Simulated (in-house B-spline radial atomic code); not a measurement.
**Mo⁺: ionisation energy by several methods**

Aim: the ionisation energy of Mo⁺ by several methods, each as the difference of two self-consistent energies (Mo⁺ and the next ion, [Kr] 4d4).

The numbers are computed with in-house B-spline radial atomic code version 1 (scalar-relativistic (X2C), several functionals, spin-polarised; spherical all-electron atom at the radial basis limit), except any that are marked as measured or tabulated.

## 1. The atom as given

```
element       : molybdenum (Z = 42)
charge        : +1
electrons     : 41
configuration : [Kr] 4d5
nucleus       : Fermi, rms radius 4.409 fm
```

Outer shells as boxes (Hund's rule):

[Kr] 4d5
```
[Kr] core
4d [↑ ][↑ ][↑ ][↑ ][↑ ]
```

Where spins are not typed, each open shell is filled with up spins first.

## 2. TPSS

Settings, as recorded:

```ini
Z = 42
electrons = 41.0
configuration = [Kr] 4d5
hamiltonian = x2c
method = tpss,tpss
spin_polarised = True
nucleus = fermi
rms_radius = 4.4091
mass_number = 98
atomic_mass = 97.905403609
speed_of_light = 137.035999084
```

## 3. revTPSS

Settings: those of step 2 with these lines changed.

```diff
@@ -4,3 +4,3 @@
 hamiltonian = x2c
-method = tpss,tpss
+method = revtpss,revtpss
 spin_polarised = True
```

## 4. SCAN

Settings: those of step 3 with these lines changed.

```diff
@@ -4,3 +4,3 @@
 hamiltonian = x2c
-method = revtpss,revtpss
+method = scan,scan
 spin_polarised = True
```

## 5. PBE

Settings: those of step 4 with these lines changed.

```diff
@@ -4,3 +4,3 @@
 hamiltonian = x2c
-method = scan,scan
+method = pbe,pbe
 spin_polarised = True
```

## 6. LDA (PW92)

Settings: those of step 5 with these lines changed.

```diff
@@ -4,3 +4,3 @@
 hamiltonian = x2c
-method = pbe,pbe
+method = lda,pw
 spin_polarised = True
```

## 7. BLYP

Settings: those of step 6 with these lines changed.

```diff
@@ -4,3 +4,3 @@
 hamiltonian = x2c
-method = lda,pw
+method = b88,lyp
 spin_polarised = True
```

Q: The tabulated ionisation energy is 16.16 ± 0.12 eV (semi-empirical; NIST Atomic Spectra Database). What does each method give, and which comes nearest?

The runs gave:

| method | rung | total energy (hartree) | ΔSCF (eV) | −ε highest (eV) | ΔSCF less tabulated (eV) |
| --- | --- | --- | --- | --- | --- |
| LDA (PW92) | LDA | -4043.3869 | 16.643 | 11.548 (4d up) | +0.483 |
| PBE | GGA | -4047.7573 | 16.537 | 11.425 (4d up) | +0.377 |
| BLYP | GGA | -4048.2717 | 16.245 | 11.132 (4d up) | +0.085 |
| TPSS | meta-GGA | -4047.9872 | 16.429 | 11.313 (4d up) | +0.269 |
| revTPSS | meta-GGA | -4047.1979 | 16.393 | 11.281 (4d up) | +0.233 |
| SCAN | meta-GGA | -4048.4678 | 16.689 | 11.580 (4d up) | +0.529 |

What this shows: Tables give 16.16 ± 0.12 eV (semi-empirical; NIST Atomic Spectra Database) for the ionisation energy. BLYP misses by +0.085 eV, the least, and SCAN by +0.529 eV (3.3 %), the most. Mean absolute error by rung (exchange-only levels left out): LDA 0.48 eV, GGA 0.23 eV, meta-GGA 0.34 eV. Relativistic terms that these runs lack can be as large as the gaps between close methods, so the nearest may be so by luck. PBE is off by +0.377 eV. Spin-orbit coupling is left out. Open shells are averaged (over orientations, and over spins where the run is restricted), while tables refer to the lowest levels. For the semilocal functionals minus the highest level recovers only 69 % of their own ΔSCF value, a mark of self-interaction.
